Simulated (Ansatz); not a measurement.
Here is an Ansatz 0.2.0 calculation.

The input input.yaml:

```yaml
crystal:
  lattice:
    - [3.315, 0.0, 0.0]
    - [0.0, 3.315, 0.0]
    - [0.0, 0.0, 3.315]
  atoms:
    - { symbol: Hg, position: [0.0, 0.0, 0.0] }
    - { symbol: Mn, position: [0.5, 0.5, 0.5], spin: 1.0 }
hamiltonian:
  xc: pbe
  pseudopotentials: { kind: paw }
magnetization:
  spin_polarized: true
  initial_magnetization: 1.0
  spin_locking: { lock_magnetization: hard }
kpoints:
  mp_grid: { grid: [7, 7, 7] }
scf:
  occupations: { method: fermi_dirac, width: 0.05 }
  lower_state_search: "off"
output:
  forces: true
  stress: true
  eigenvalues: true
```

Potentials or basis: Ansatz PAW.

Run with:

```sh
$ ansatz run input.yaml --threads 2 --pin off --max-ram 5632MiB --backend cpu --events-out ev --progress --plain --runs-dir out
```

Question: Estimate the pressure.

Answer: -12.7 GPa.

Caveat: the total moment is fixed, so each spin has its own Fermi level; the thresholds are loose for stress. The run has no spin-orbit coupling, so splittings on Hg are missing.
